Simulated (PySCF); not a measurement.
# C₆H₁₀ClF: magnetic properties

What do calculations give for the magnetic properties of C₆H₁₀ClF (`C=C(C)[C@H](F)CCCl`)?

Computed with PySCF 2.14.0 and routines of our own; the level stands in each step. Atoms count from 0.

### 1 The system as given

18 atoms, charge 0, multiplicity 1; geometry from: GFN2-xTB.

### 2 Magnetic properties: GIAO B3LYP/pcSseg-1

The job: settings as JSON, then the geometry in Å.

```
{"job": {"kind": "mag", "xc": "B3LYP", "basis": "pcSseg-1", "isotopologues": 2}, "charge": 0, "multiplicity": 1}
C     -1.936212    -1.138293    -0.602260
C     -1.233518    -0.058678    -0.303666
C     -1.826272     1.181470     0.289906
C      0.256055     0.006228    -0.538368
F      0.622053    -0.821346    -1.587022
C      1.041144    -0.434388     0.701607
C      2.527408    -0.144919     0.570082
Cl     2.833428     1.614247     0.635502
H     -1.477062    -2.005121    -1.044613
H     -2.998345    -1.184746    -0.435647
H     -1.788058     1.995169    -0.433847
H     -1.265957     1.494983     1.169391
H     -2.861841     1.015896     0.572007
H      0.555082     1.018777    -0.838309
H      0.637861     0.068516     1.580748
H      0.901961    -1.511125     0.822286
H      2.912209    -0.500837    -0.385559
H      3.091304    -0.589514     1.389446
```

Method: GIAO B3LYP/pcSseg-1 magnetisability, rotational g tensor and spin-rotation constants, non-relativistic, gas phase.

Started as:

```bash
OMP_NUM_THREADS=1 python excited_run.py task.json out
```

This one command runs all jobs of the session in turn.

Log:

```text
coarse grid: 15432 points
cycle   1  E = -794.5135220947  dE =  7.582e-01  |g| = 6.138e-01  |ddm| = 3.705e+00
cycle   2  E = -794.4667520822  dE =  4.677e-02  |g| = 8.357e-01  |ddm| = 1.186e+00
cycle   3  E = -794.5887139622  dE = -1.220e-01  |g| = 1.159e-01  |ddm| = 6.983e-01
cycle   4  E = -794.5912150079  dE = -2.501e-03  |g| = 4.194e-02  |ddm| = 1.281e-01
cycle   5  E = -794.5915870640  dE = -3.721e-04  |g| = 1.475e-02  |ddm| = 4.546e-02
cycle   6  E = -794.5916349270  dE = -4.786e-05  |g| = 4.014e-03  |ddm| = 1.332e-02
cycle   7  E = -794.5916385483  dE = -3.621e-06  |g| = 9.131e-04  |ddm| = 4.025e-03
final grid: 144320 points
cycle   8  E = -794.6547207289  dE = -4.478e-05  |g| = 8.253e-03  |ddm| = 3.347e-02
cycle   9  E = -794.6547077842  dE =  1.294e-05  |g| = 1.173e-02  |ddm| = 1.555e-02
cycle  10  E = -794.6547354538  dE = -2.767e-05  |g| = 1.204e-03  |ddm| = 9.531e-03
cycle  11  E = -794.6547357168  dE = -2.631e-07  |g| = 2.656e-04  |ddm| = 1.091e-03
cycle  12  E = -794.6547357279  dE = -1.110e-08  |g| = 1.478e-04  |ddm| = 3.058e-04
cycle  13  E = -794.6547357333  dE = -5.384e-09  |g| = 2.648e-05  |ddm| = 1.449e-04
cycle  14  E = -794.6547357335  dE = -1.673e-10  |g| = 5.433e-06  |ddm| = 2.935e-05
converged SCF energy = -794.6547357335

Magnetisability tensor (1e-30 J/T^2)
    -1333.53        1.03      -11.42
        1.03    -1494.10       12.60
      -11.42       12.60    -1496.26
isotropic -1441.30   principal values   -1508.31  -1482.85  -1332.73
isotropic susceptibility -86.797 1e-6 cm^3/mol

Inertial axes            a          b          c
rot. const./GHz      2.8808     0.8944     0.7705
chi total           -82.015    -87.677    -90.699
chi diamagnetic    -534.291  -1401.910  -1615.588
chi paramagnetic    452.276   1314.233   1524.889
quadrupole/D A       -2.959      1.419      1.540
g nuclear            0.5886     0.5462     0.5478
g electronic        -0.6121    -0.5522    -0.5519
g total             -0.0235    -0.0060    -0.0041

Spin-rotation constants (kHz, H = +C I.J)
atom  isotope        aa         bb         cc
  4    19F        1.505      0.494      0.341
  7   35Cl        0.490      0.103      0.182
  8     1H       -0.290      0.081     -0.089
  9     1H        0.147     -0.059     -0.087
 10     1H       -0.320     -0.085      0.013
 11     1H       -0.100     -0.071     -0.063
 12     1H       -0.016     -0.072     -0.080
 13     1H       -0.134     -0.074     -0.000
 14     1H       -0.326      0.001     -0.066
 15     1H       -0.272     -0.048     -0.037
 16     1H       -0.284     -0.008     -0.038
 17     1H       -0.172     -0.092      0.001
  0    13C*       0.990      0.357      0.115
  1    13C*       1.142      0.455      0.135
  2    13C*       0.482      0.121      0.128
  3    13C*       0.865      0.187      0.223
  5    13C*       0.532      0.176      0.154
  6    13C*       0.569      0.163      0.160
* in the singly substituted isotopologue

Isotopologues: g along a, b, c
2H    at 8,9,10,11,12,1    -0.0205    -0.0054    -0.0037
13C   at 0                 -0.0234    -0.0059    -0.0040
```

Run time: 43 s. Hardware: 1 thread of Arm Neoverse V1, shared host; peak memory 0.94 GiB.

Key values:

```csv
quantity,value
magnetisability,-1441·10⁻³⁰ J/T²
molar susceptibility,-86.8·10⁻⁶ cm³/mol
"rotational g (a, b, c)","-0.0235, -0.0060, -0.0041"
```

The fields below are evaluated on a grid from the run's orbitals.

Frontier orbitals at B3LYP/pcSseg-1, with the share of their density that lies nearest to each atom:

```csv
orbital,energy (eV),lies on
HOMO,-7.21,"C0, C1 about 35 % each"
LUMO,0.00,"C0, C1 about 30 % each; H8, H9 about 9 % each"
```

ELF in a plane through or near 5 of the atoms.

Values, 10 rows by 14 columns:
```
0.00 0.00 0.00 0.00 0.00 0.00 0.00 0.00 0.00 0.00 0.00 0.00 0.00 0.00
0.00 0.00 0.00 0.02 0.02 0.00 0.00 0.00 0.00 0.00 0.00 0.00 0.00 0.00
0.00 0.01 0.36 0.69 0.73 0.43 0.00 0.07 0.34 0.07 0.03 0.00 0.00 0.00
0.00 0.08 0.72 0.86 0.81 0.49 0.01 0.23 0.90 0.44 0.77 0.57 0.00 0.00
0.00 0.00 0.08 0.46 0.70 0.16 0.23 0.06 0.71 0.49 0.90 0.61 0.00 0.00
0.00 0.00 0.14 0.69 0.15 0.69 0.93 0.70 0.28 0.60 0.14 0.10 0.00 0.00
0.00 0.00 0.03 0.25 0.19 0.17 0.07 0.03 0.43 0.88 0.98 0.98 0.04 0.00
0.00 0.00 0.00 0.00 0.00 0.00 0.00 0.01 0.99 0.98 0.18 0.18 0.00 0.00
0.00 0.00 0.00 0.00 0.00 0.00 0.00 0.00 0.56 0.58 0.01 0.00 0.00 0.00
0.00 0.00 0.00 0.00 0.00 0.00 0.00 0.00 0.00 0.00 0.00 0.00 0.00 0.00
```
The map spans 11.7 Å across and 9.7 Å up, centred on the molecule. Atoms in the plane (x, y in Å): C0 (2.0, -1.3), C1 (1.3, -0.2), C2 (1.8, 1.2), C6 (-2.6, 0.0), H8 (1.6, -2.3).

On the surface of density 0.002 e/bohr³ the electrostatic potential runs, from the 1st to the 99th percentile, from -1.03 V near F4 to 0.99 V near H17.

### 3 Magnetic properties: GIAO B3LYP/6-311G**

Settings changed since step 2:

```diff
@@ -1,2 +1,2 @@
-{"job": {"kind": "mag", "xc": "B3LYP", "basis": "pcSseg-1", "isotopologues": 2}, "charge": 0, "multiplicity": 1}
+{"job": {"kind": "mag", "xc": "B3LYP", "basis": "6-311G**", "scf": {"guess": "vsap"}}, "charge": 0, "multiplicity": 1}
 C     -1.936212    -1.138293    -0.602260
```

Method: GIAO B3LYP/6-311G** magnetisability, rotational g tensor and spin-rotation constants, non-relativistic, gas phase.

Log:

```text
final grid: 144320 points
cycle   1  E = -785.5759750023  dE =  7.128e+00  |g| = 5.228e+00  |ddm| = 2.148e+01
cycle   2  E = -749.5989387596  dE =  3.598e+01  |g| = 1.135e+01  |ddm| = 2.268e+01
cycle   3  E = -793.5408831125  dE = -4.394e+01  |g| = 2.192e+00  |ddm| = 8.663e+00
cycle   4  E = -794.3382265023  dE = -7.973e-01  |g| = 1.350e+00  |ddm| = 2.823e+00
cycle   5  E = -794.7838046863  dE = -4.456e-01  |g| = 2.980e-01  |ddm| = 1.216e+00
cycle   6  E = -794.7916803079  dE = -7.876e-03  |g| = 2.423e-01  |ddm| = 4.323e-01
cycle   7  E = -794.8053335957  dE = -1.365e-02  |g| = 3.800e-02  |ddm| = 1.991e-01
cycle   8  E = -794.8056082638  dE = -2.747e-04  |g| = 1.334e-02  |ddm| = 4.510e-02
cycle   9  E = -794.8056396226  dE = -3.136e-05  |g| = 3.560e-03  |ddm| = 1.170e-02
cycle  10  E = -794.8056418377  dE = -2.215e-06  |g| = 1.044e-03  |ddm| = 3.302e-03
cycle  11  E = -794.8056420382  dE = -2.005e-07  |g| = 2.499e-04  |ddm| = 1.032e-03
cycle  12  E = -794.8056420518  dE = -1.363e-08  |g| = 7.253e-05  |ddm| = 3.277e-04
cycle  13  E = -794.8056420527  dE = -9.097e-10  |g| = 3.813e-05  |ddm| = 9.044e-05
cycle  14  E = -794.8056420531  dE = -3.586e-10  |g| = 7.081e-06  |ddm| = 3.228e-05
converged SCF energy = -794.8056420531

Magnetisability tensor (1e-30 J/T^2)
    -1334.11       -0.64      -12.01
       -0.64    -1497.13       14.76
      -12.01       14.76    -1495.92
isotropic -1442.39   principal values   -1511.65  -1482.30  -1333.21
isotropic susceptibility -86.863 1e-6 cm^3/mol

Inertial axes            a          b          c
rot. const./GHz      2.8808     0.8944     0.7705
chi total           -82.117    -87.616    -90.855
chi diamagnetic    -534.029  -1402.148  -1615.861
chi paramagnetic    451.912   1314.531   1525.007
quadrupole/D A       -3.546      1.682      1.864
g nuclear            0.5886     0.5462     0.5478
g electronic        -0.6116    -0.5523    -0.5520
g total             -0.0230    -0.0061    -0.0041

Spin-rotation constants (kHz, H = +C I.J)
atom  isotope        aa         bb         cc
  4    19F        1.415      0.487      0.311
  7   35Cl        0.478      0.101      0.174
  8     1H       -0.295      0.081     -0.090
  9     1H        0.147     -0.062     -0.088
 10     1H       -0.329     -0.086      0.013
 11     1H       -0.103     -0.072     -0.064
 12     1H       -0.017     -0.074     -0.081
 13     1H       -0.135     -0.075     -0.001
 14     1H       -0.330      0.001     -0.066
 15     1H       -0.280     -0.048     -0.037
 16     1H       -0.292     -0.008     -0.040
 17     1H       -0.179     -0.094      0.000
  0    13C*       0.960      0.347      0.112
  1    13C*       1.120      0.446      0.131
  2    13C*       0.465      0.116      0.123
  3    13C*       0.843      0.182      0.217
  5    13C*       0.514      0.171      0.149
  6    13C*       0.549      0.157      0.156
* in the singly substituted isotopologue
```

It took 44 s on 1 thread of Arm Neoverse V1, shared host; peak memory 0.91 GiB.

In short:

```csv
quantity,value
magnetisability,-1442·10⁻³⁰ J/T²
molar susceptibility,-86.9·10⁻⁶ cm³/mol
"rotational g (a, b, c)","-0.0230, -0.0061, -0.0041"
```

### 4 Magnetic properties side by side

```csv
level,ξ (10⁻³⁰ J/T²),g(a),g(b),gap (eV),functions,time
GIAO B3LYP/pcSseg-1,-1441,-0.0235,-0.0060,7.21,193,43 s
GIAO B3LYP/6-311G**,-1442,-0.0230,-0.0061,7.23,212,44 s
```

### 5 What came out

| quantity | value |
| --- | --- |
| magnetisability (step 2, GIAO B3LYP/pcSseg-1) | -1441·10⁻³⁰ J/T² |
| molar susceptibility (step 2, GIAO B3LYP/pcSseg-1) | -86.8·10⁻⁶ cm³/mol |
| rotational g (a, b, c) (step 2, GIAO B3LYP/pcSseg-1) | -0.0235, -0.0060, -0.0041 |
| surface potential, 1st and 99th percentile | -1.03 V and 0.99 V |
| magnetisability over the levels | -1442 to -1441·10⁻³⁰ J/T² |

What this shows: The magnetisability spreads by 0.1 % over 2 levels of like cost. Two levels can agree by chance, so this spread shows no convergence. Vibrational averaging and real surroundings are missing from these values.
